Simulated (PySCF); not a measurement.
# [CeH4]−: other functionals and bases at one geometry

One table from this session's results is given with a row withheld; the runs are named, their logs left out.

Computed with PySCF 2.14.0. Level: several levels, as the steps say, no spin–orbit coupling.

1 further run of the same task is left out (for a known fault of the program).

## Starting geometry

5 atoms, charge -1, spin multiplicity 1.

Bond lengths: Ce1–H2 2.200 Å, Ce1–H3 2.200 Å, Ce1–H4 2.200 Å, Ce1–H5 2.200 Å. Angles: H2–Ce1–H3 109.5°, H2–Ce1–H4 109.5°, H2–Ce1–H5 109.5°, H3–Ce1–H4 109.5°, H3–Ce1–H5 109.5°, H4–Ce1–H5 109.5°.

Geometry (Å):

| atom | x (Å) | y (Å) | z (Å) |
| --- | --- | --- | --- |
| Ce1 | 0.0000 | 0.0000 | 0.0000 |
| H2 | 1.2700 | 1.2700 | 1.2700 |
| H3 | -1.2700 | -1.2700 | 1.2700 |
| H4 | 1.2700 | -1.2700 | -1.2700 |
| H5 | -1.2700 | 1.2700 | -1.2700 |

Formal oxidation states: Ce +3. Each metal's 1 4f electrons lie in its core potential, so multiplicities, spins and levels count the valence alone. An earlier session relaxed this geometry at PBE0, Ce lcecp-1-SVP with ECP47, H def2-SVP (singlet, point group Td).

At PBE0 on the finer grid: E = -34.576539 Eh, HOMO -2.14 eV, LUMO 3.55 eV, Mulliken charge on Ce1 +0.32 e, largest force component 0.001 eV/Å. 

Levels to run: TPSSh; r2SCAN; PBE0, TZVP. Hardware: 2 threads of Arm Neoverse V1, shared host.

Set-up of the first run:

File run.py (the lines that set the calculation):

```python
mol = gto.M(atom='''
Ce     0.00000     0.00000     0.00000
H      1.27003     1.27003     1.27003
H     -1.27003    -1.27003     1.27003
H      1.27003    -1.27003    -1.27003
H     -1.27003     1.27003    -1.27003''',
    basis={'Ce': 'lcecp-1-SVP', 'H': 'def2-SVP'},
    ecp={'Ce': 'lcecp-1-SVP'},
    charge=-1, spin=0)
mf = dft.RKS(mol, xc='TPSSH')
mf.grids.atom_grid = (75, 302)  # f atoms: unpruned, at least (60, 302)
mf = mf.density_fit()  # fitting sets: Ce AutoAux, H def2-universal-JKFIT
mf.conv_tol = 1e-08; mf.max_cycle = 55
mf.kernel(dm0)  # dm0: the density of the relaxed state
```

On the command line:

```console
$ OMP_NUM_THREADS=2 python run.py
```

Steps of the session up to this table: TPSSh; r2SCAN; PBE0, TZVP.

One of the session's tables, all rows but one given; the rest of the session is left out.

```
              level  HOMO (eV)  gap (eV)  charge on Ce1 (e)
PBE0 (relaxed here)      -2.14      5.69               0.32
              TPSSh      -1.62      4.91               0.48
             r2SCAN          ?         ?                  ?
         PBE0, TZVP      -2.18      5.71               0.58
```

Estimate the missing values for r2SCAN.

**Answer.** HOMO (eV): -1.24; gap (eV): 4.26; charge on Ce1 (e): 0.31. In the column «HOMO (eV)» it is the highest.

In one basis the HOMO–LUMO gap runs from 4.26 eV (r2SCAN) to 5.69 eV (PBE0). With 4f in the core, its levels are missing from HOMO and gap, and its count is fixed, so no charge can pass from the ligands into it. Total energies of different levels can't be compared.
